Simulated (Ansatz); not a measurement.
**C₂H₅FSSi: a ladder of functionals and wavefunction methods**

The task here is to estimate one member of a computed series from the others.

The runs use Ansatz 0.2.0, Gaussian basis; functionals in def2-TZVPP, the program's frozen cores in correlated methods.

The runs, in order: PBE-D4, r2SCAN-D4, PBE0-D4, B3LYP-D4, ωB97X-V, ωB97M-V, B2PLYP; CCSD(T)/def2-TZVPP; MP2/def2-QZVPP; extrapolation to the limit.

## The relaxed structure

All runs share one geometry, relaxed beforehand with PBE0-D4 in a triple-zeta def2 set.

10 atoms, charge 0, spin multiplicity 1.

Atoms are counted from 1 here; the program's logs count them from 0.

Bond lengths: F1–Si2 1.594 Å, Si2–S3 2.104 Å, Si2–C4 1.814 Å, Si2–C5 1.816 Å, S3–H6 1.345 Å, C4–C5 1.586 Å, C4–H7 1.086 Å, C4–H8 1.085 Å, C5–H9 1.086 Å, C5–H10 1.085 Å. Angles: F1–Si2–S3 112.0°, F1–Si2–C4 119.5°, F1–Si2–C5 117.9°, S3–Si2–C4 119.5°, S3–Si2–C5 123.8°, C4–Si2–C5 51.8°, Si2–S3–H6 94.6°, Si2–C4–C5 64.2°, Si2–C4–H7 119.6°, Si2–C4–H8 121.3°, C5–C4–H7 114.7°, C5–C4–H8 115.8°, H7–C4–H8 112.4°, Si2–C5–C4 64.0°, Si2–C5–H9 120.0°, Si2–C5–H10 120.7°, C4–C5–H9 114.8°, C4–C5–H10 115.6° and more.

The first run:

Input file in.yaml:

```yaml
crystal:
  periodic: [false, false, false]
  atoms:
    - {symbol: F, position_ang: [-1.064599, -0.948601, 1.695847]}
    - {symbol: Si, position_ang: [0.019433, -0.446798, 0.640437]}
    - {symbol: S, position_ang: [1.980217, -0.925779, 1.235495]}
    - {symbol: C, position_ang: [-0.398431, -0.421594, -1.124379]}
    - {symbol: C, position_ang: [-0.400630, 0.985968, -0.393327]}
    - {symbol: H, position_ang: [1.971266, -0.107210, 2.303088]}
    - {symbol: H, position_ang: [-1.376068, -0.764691, -1.449769]}
    - {symbol: H, position_ang: [0.362326, -0.556664, -1.886266]}
    - {symbol: H, position_ang: [-1.377494, 1.451942, -0.303927]}
    - {symbol: H, position_ang: [0.367180, 1.682128, -0.714298]}
basis:
  gaussian: {orbitals: def2-TZVPP}
hamiltonian: {xc: pbe, dispersion: d4}
output: {forces: true, orbitals: {seedname: orbitals}}
```

Run with:

```sh
ansatz run in.yaml --threads 4 --pin off --events-out ev --progress --plain --max-ram 10444MiB
```

Among the steps run: PBE-D4 (GGA); r2SCAN-D4 (meta-GGA); PBE0-D4 (hybrid); B3LYP-D4 (hybrid); ωB97X-V (range-separated); ωB97M-V (range-separated); B2PLYP (double hybrid); CCSD(T) in def2-TZVPP; MP2 in def2-QZVPP.

One table of the session follows, with a row left open; its other results are not shown here.

```
            method  atomisation energy (kcal/mol)
            PBE-D4                          923.3
         r2SCAN-D4                          910.8
           PBE0-D4                          908.6
          B3LYP-D4                          900.9
           ωB97X-V                          909.9
           ωB97M-V                          910.1
            B2PLYP                          893.1
     HF/def2-TZVPP                              ?
    MP2/def2-TZVPP                          899.4
   CCSD/def2-TZVPP                          866.3
CCSD(T)/def2-TZVPP                          880.6
           MP2/CBS                          924.6
       CCSD(T)/CBS                          905.8
```

**Question.** Estimate the row for HF/def2-TZVPP.

**Answer.** atomisation energy (kcal/mol): 662.2. In the column «atomisation energy (kcal/mol)» it is the lowest.

Caveats from the session: Free atoms (1 F, 1 Si, 1 S, 2 C, 5 H) were run apart at each level; the atomisation energy is their sum less the molecule, without zero-point or spin-orbit terms.
